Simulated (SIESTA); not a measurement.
## Sn3Se: equation of state with LDA

Crystal: Sn3Se.

```
CELL_PARAMETERS angstrom
0.00000 3.73314 3.73314
3.73314 0.00000 3.73314
3.73314 3.73314 0.00000
ATOMIC_POSITIONS crystal
Sn 0.50000 0.50000 0.50000
Sn 0.75000 0.75000 0.75000
Sn 0.25000 0.25000 0.25000
Se 0.00000 0.00000 0.00000
```

The cell comes from a database or a generator and needn't be the stable form of this composition.

```
Program             : SIESTA 5.4.2
Task                : equation of state
Functional          : LDA
Potentials or basis : PseudoDojo 0.4 standard (LDA files)
Basis               : DZP (energy shift 0.003 Ry; two zetas on semicore shells)
Grid cutoff         : 500 Ry
Energy shift        : 0.003 Ry
k mesh              : 6 × 6 × 6
Occupations         : fermi-dirac, width 0.05 eV
Spin                : no spin polarisation
```

* Equilibrium volume: 24.37 Å³/atom (rough: see the caveat)
* Bulk modulus: 64 GPa (rough)

Energy against volume, from the lowest point:
```
volume (Å³/atom)  energy (meV/atom)
          24.452               0.00
          24.973               2.81
          25.493               9.48
          26.013              19.48
          26.533              32.49
          27.054              48.11
          27.574              65.97
```

All runs of the series together: 8.4 min on 1 thread of Arm Neoverse V1, on a shared host.

Caveat: the minimum lies outside the volumes run; the basis of atomic orbitals isn't converged, which shifts pressures, moduli and gaps.
